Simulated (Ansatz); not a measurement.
# CdSnSe2: the cost of one run

Program: Ansatz 0.2.0. Level of theory: DFT PBE, scalar-relativistic, plane waves, PAW. These are calculated values, not measurements.

## Step 1: Starting point

It takes space group P4/mmm (No. 123, tetragonal). The conventional cell has a = 5.754 Å, b = 5.754 Å, c = 2.686 Å, α = 90.00°, β = 90.00°, γ = 90.00°. Cd (site symmetry 4/mmm) is surrounded by 2 Cd at 2.69 Å. Sn (site symmetry 4/mmm) is surrounded by 2 Sn at 2.69 Å and 4 Se at 2.88 Å. Around Se (site symmetry mmm) lie 2 Se at 2.69 Å and 2 Sn at 2.88 Å.

As a file:

```cif
data_structure
_symmetry_space_group_name_H-M 'P4/mmm'
_symmetry_Int_Tables_number 123
_cell_length_a 5.7540
_cell_length_b 5.7540
_cell_length_c 2.6862
_cell_angle_alpha 90.000
_cell_angle_beta 90.000
_cell_angle_gamma 90.000
_cell_volume 88.93
loop_
_atom_site_label
_atom_site_type_symbol
_atom_site_symmetry_multiplicity
_atom_site_Wyckoff_symbol
_atom_site_fract_x
_atom_site_fract_y
_atom_site_fract_z
_atom_site_occupancy
Cd1 Cd 1 d 0.50000 0.50000 0.50000 1
Sn1 Sn 1 a 0.00000 0.00000 0.00000 1
Se1 Se 2 f 0.50000 0.00000 0.00000 1
```

A structure generator made this guess: perovskite family, infinite layers (P4/mmm, No. 123). The dimensions are guesses.

## Step 2: The guess as it stands, on a coarse mesh

Input file input.yaml:

```yaml
crystal:
  lattice:
    - [5.75398714, 0.0, 0.0]
    - [0.0, 5.75398714, 0.0]
    - [0.0, 0.0, 2.68616971]
  atoms:
    - { symbol: Cd, position: [0.5, 0.5, 0.5] }
    - { symbol: Sn, position: [0.0, 0.0, 0.0] }
    - { symbol: Se, position: [0.5, 0.0, 0.0] }
    - { symbol: Se, position: [0.0, 0.5, 0.0] }
basis:
  ecutwfc: 420
kpoints:
  mp_grid: { grid: [4, 4, 6] }
hamiltonian:
  xc: pbe
scf:
  occupations: { method: gaussian, width: 0.1 }
  lower_state_search: "off"
output:
  forces: true
  stress: true
  eigenvalues: true
```

On the command line:

```sh
$ ansatz run input.yaml --threads 1 --pin off --max-ram 2048MiB --backend cpu --events-out ev --progress --plain --runs-dir out
```

Q: Estimate wall time and peak memory on 1 thread of Intel Xeon 6975P-C (Granite Rapids), shared host.

About 2.6 s, with a peak of 0.42 GiB.
